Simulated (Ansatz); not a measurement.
# B5C: the cost of one run

Method: DFT PBE, scalar-relativistic, plane waves, PAW, in Ansatz 0.2.0.

## (1) The structure to begin with

The structure is tetragonal, space group P4/mmm (No. 123). The conventional cell has a = 3.235 Å, b = 3.235 Å, c = 5.229 Å, α = 90.00°, β = 90.00°, γ = 90.00°. Around B (site symmetry 2mm) lie 3 B at 1.88 to 1.90 Å and 2 C at 1.88 Å. B (site symmetry 4/mmm) is surrounded by 8 B at 1.88 Å. C (site symmetry 4/mmm) is surrounded by 8 B at 1.88 Å.

Structure file:

```
CELL_PARAMETERS angstrom
3.23489 0.00000 0.00000
0.00000 3.23489 0.00000
0.00000 0.00000 5.22930
ATOMIC_POSITIONS crystal
B 0.00000 0.50000 0.31838
B 0.50000 0.00000 0.31838
B 0.00000 0.50000 0.68162
B 0.50000 0.00000 0.68162
B 0.00000 0.00000 0.50000
C 0.50000 0.50000 0.50000
```

Recipe of the guess: random cell by space group and Wyckoff sites (P4/mmm, No. 123). Its size is a rough estimate.

## (2) Probe: one point on a coarse mesh

Contents of input.yaml:

```yaml
crystal:
  lattice:
    - [3.23488634, 0.0, 0.0]
    - [0.0, 3.23488634, 0.0]
    - [0.0, 0.0, 5.22929678]
  atoms:
    - { symbol: B, position: [0.0, 0.5, 0.31837908] }
    - { symbol: B, position: [0.5, 0.0, 0.31837908] }
    - { symbol: B, position: [0.0, 0.5, 0.68162092] }
    - { symbol: B, position: [0.5, 0.0, 0.68162092] }
    - { symbol: B, position: [0.0, 0.0, 0.5] }
    - { symbol: C, position: [0.5, 0.5, 0.5] }
basis:
  ecutwfc: 420
kpoints:
  mp_grid: { grid: [6, 6, 4] }
hamiltonian:
  xc: pbe
scf:
  occupations: { method: gaussian, width: 0.1 }
  lower_state_search: "off"
output:
  forces: true
  stress: true
  eigenvalues: true
```

Started as:

```sh
$ ansatz run input.yaml --threads 1 --pin off --max-ram 2560MiB --backend cpu --events-out ev --progress --plain --runs-dir out
```

**Question.** How long does this run take on 1 thread of Intel Xeon at 2.50GHz (Skylake/Cascade Lake), shared host, and how much memory does it need?

About 3.1 s, with a peak of 0.33 GiB.
